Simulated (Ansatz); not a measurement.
# Mn3Sb: the cost of one run

Program: the Python package of Ansatz 0.2.0. Level of theory: DFT PBEsol, plane waves, PAW. These are calculated values, not measurements.

### 1 The system

It takes space group Fm-3m (No. 225, cubic). The conventional cell has a = 5.988 Å, b = 5.988 Å, c = 5.988 Å, α = 90.00°, β = 90.00°, γ = 90.00°. Around Mn (site symmetry -43m) lie 4 Sb at 2.59 Å and 4 Mn at 2.59 Å. Around Mn (site symmetry m-3m) lie 8 Mn at 2.59 Å. Sb (site symmetry m-3m) has 8 Mn at 2.59 Å as nearest neighbours.

The script holds or builds the structure itself.

### 2 The code

Contents of orders.py:

```python
"""Magnetic orders of Mn3Sb compared."""

import warnings

import ansatz as az
import numpy as np
from tabulate import tabulate

FUNCTIONAL = "PBEsol"
K_DENSITY = 3.1
SMEARING = "fermi_dirac"


def count_gap(report):
    # lowest empty less highest filled band, counting bands; zero where they overlap
    return max(report.get("gap_by_band_count_ev") or 0.0, 0.0)

CELL = [
    (0.0, 5.988244, 5.988244),
    (2.994122, 0.0, 2.994122),
    (2.994122, 2.994122, 0.0),
]
ATOMS = [
    ("Mn", (0.375, 0.75, 0.75)),
    ("Mn", (0.125, 0.25, 0.25)),
    ("Mn", (0.0, 0.0, 0.0)),
    ("Sb", (0.25, 0.5, 0.5)),
    ("Mn", (0.875, 0.75, 0.75)),
    ("Mn", (0.625, 0.25, 0.25)),
    ("Mn", (0.5, 0.0, 0.0)),
    ("Sb", (0.75, 0.5, 0.5)),
]


def magnet(moments):
    crystal = az.Crystal(lattice=az.Lattice.of(CELL))
    for (symbol, position), moment in zip(ATOMS, moments):
        crystal = crystal.atom(symbol, position, moment=moment or None)
    return crystal


def main() -> None:
    warnings.simplefilter("ignore", az.DeckWarning)

    # starting moments in muB, one an atom
    orders = {
        "FM": [3.2, 3.2, 3.2, 0, 3.2, 3.2, 3.2, 0],
        "AFM": [3.2, 3.2, 3.2, 0, -3.2, -3.2, -3.2, 0],
        "AFM-alternating": [3.2, -3.2, 3.2, 0, -3.2, 3.2, -3.2, 0],
        "ferri": [3.2, 3.2, 3.2, 0, 3.2, 3.2, -3.2, 0],
    }

    rows = []
    for label, moments in orders.items():
        calc = (
            magnet(moments).calculation()
            .functional(FUNCTIONAL)
            .pseudopotentials("paw")
            .basis(16 * az.Ha)
            .kpoints(density=K_DENSITY)
            .occupations(SMEARING)
            .spin("collinear")
            .band_table()
        )
        data = calc.run(threads=1).report
        rows.append((label, data["free_energy_ev"], data["magnetization_mub"], data["absolute_magnetization_mub"], max(abs(m) for m in data["site_moments_mub"]), count_gap(data)))
        print(label, "site moments:", [round(m, 2) for m in data["site_moments_mub"]])

    # the same cell with no spin polarisation
    plain = (
        magnet([0] * len(ATOMS)).calculation()
        .functional(FUNCTIONAL)
        .pseudopotentials("paw")
        .basis(16 * az.Ha)
        .kpoints(density=K_DENSITY)
        .occupations(SMEARING)
        .band_table()
    )
    data = plain.run(threads=1).report
    rows.append(("NM", data["free_energy_ev"], 0.0, 0.0, 0.0, count_gap(data)))

    lowest = min(row[1] for row in rows)
    rows = [(row[0], 1000 * (row[1] - lowest) / 6, *row[2:]) for row in sorted(rows, key=lambda row: row[1])]
    print(tabulate(rows, headers=["order", "meV/magnetic atom", "net muB", "absolute muB", "largest site muB", "gap by band count eV"], floatfmt=".4f", tablefmt="plain"))
    print("lowest of these starts:", rows[0][0])


if __name__ == "__main__":
    main()
```

### 3 Launch

Run with:

```console
$ python orders.py
```

What time and memory should one allow on 1 thread of Arm Neoverse V2, shared host?

About 2.6 min, with a peak of 0.67 GiB.
